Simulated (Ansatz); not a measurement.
# BN: how the settings move a single-point run

Question: which choices in the input matter for BN?

The COD entry's cell or inner coordinates are ideal or old and differ from later refinements, so a difference from it is no clean test against experiment.

Computed with Ansatz 0.2.0 (reference: DFT, LDA, all-electron LAPW, scalar-relativistic; levels and slopes on a fine mesh, independent-particle optical spectra, unless a step's input says otherwise).

### Step 1. The starting structure

The structure is hexagonal, space group P6_3/mmc (No. 194). The conventional cell has a = 2.489 Å, b = 2.489 Å, c = 6.494 Å, α = 90.00°, β = 90.00°, γ = 120.00°. B (site symmetry -6m2) is surrounded by 3 N at 1.44 Å. N (site symmetry -6m2) is surrounded by 3 B at 1.44 Å.

As a file:

```cif
data_structure
_symmetry_space_group_name_H-M 'P6_3/mmc'
_symmetry_Int_Tables_number 194
_cell_length_a 2.4889
_cell_length_b 2.4889
_cell_length_c 6.4943
_cell_angle_alpha 90.000
_cell_angle_beta 90.000
_cell_angle_gamma 120.000
_cell_volume 34.84
loop_
_atom_site_label
_atom_site_type_symbol
_atom_site_symmetry_multiplicity
_atom_site_Wyckoff_symbol
_atom_site_fract_x
_atom_site_fract_y
_atom_site_fract_z
_atom_site_occupancy
B1 B 2 c 0.33333 0.66667 0.25000 1
N1 N 2 d 0.33333 0.66667 0.75000 1
```

### Step 2. Baseline

input.yaml

```yaml
crystal:
  lattice:
    - [2.48894072409, 0.0, 0.0]
    - [-1.24447036205, 2.15548589558, 0.0]
    - [0.0, 0.0, 6.49431976963]
  atoms:
    - { symbol: B, position: [0.333333333333, 0.666666666667, 0.25] }
    - { symbol: B, position: [0.666666666667, 0.333333333333, 0.75] }
    - { symbol: "N", position: [0.333333333333, 0.666666666667, 0.75] }
    - { symbol: "N", position: [0.666666666667, 0.333333333333, 0.25] }
kpoints:
  mp_grid: { grid: [10, 10, 4] }
scf:
  occupations: { method: fixed }
hamiltonian:
  xc: lda
  pseudopotentials: { kind: all_electron, lapw: { basis_error: 0.001 } }
output:
  forces: true
  stress: true
  eigenvalues: true
  eigenstates:
    nscf_kmesh: { grid: [16, 16, 6] }
    de_dk: true
    e_range: [-9, 14.0629062867]
  optics:
    e_range: [0, 20]
    de: 0.2
    sigma: 0.1
    bands: { spectra_wanted_up_to: 20 }
    nscf_kmesh: { grid: [16, 16, 6] }
checkpoint:
  write: ck
  write_wavefunctions: false
```

Launch:

```bash
$ ansatz run input.yaml --threads 2 --pin off --max-ram 6144MiB --backend cpu --events-out ev --progress --plain --runs-dir out
```

### Step 3. Changing settings: xc pbe

input.yaml, as its differences from that of step 2:

```diff
@@ -15,3 +15,3 @@
 hamiltonian:
-  xc: lda
+  xc: pbe
   pseudopotentials: { kind: all_electron, lapw: { basis_error: 0.001 } }
```

Q: Predict the outcome of this session. Wanted: for each run, ending; energy change; pressure; gap; force.

As calculated:

| run | ending | energy change | pressure (GPa) | gap (eV) | force (eV/Å) | cycles | time |
| --- | --- | --- | --- | --- | --- | --- | --- |
| reference | converged | - | 0.1 | 4.02 | 0.00 | - | 56 s |
| 1: xc pbe | converged | not comparable | 8.3 | 4.22 | 0.00 | 8 | 56 s |

Residual by cycle in the longest SCF loop of each run; runs are numbered as in the table. The quantity is the density residual dr2, in eV.

| cycle | reference | run 1 |
| --- | --- | --- |
| 1 | 8.84 | 8.64 |
| 2 | 0.78 | 0.708 |
| 3 | 0.123 | 0.126 |
| 4 | 0.00448 | 0.0059 |
| 5 | 4.5e-5 | 6.2e-5 |
| 6 | 2.0e-7 | 2.6e-7 |
| 7 | 2.8e-9 | 4.9e-10 |
| 8 | 2.8e-12 | 3.6e-12 |

**Reading.** A change of functional puts the total energy on another scale; the pressure goes from 0.1 to 8.3 GPa and the gap on the mesh goes from 4.02 to 4.22 eV. At this fixed cell a higher pressure means that this functional prefers a larger volume than the reference.

The gaps are Kohn-Sham values of a semilocal functional, not quasiparticle or optical gaps. Such gaps usually fall short of the measured ones.
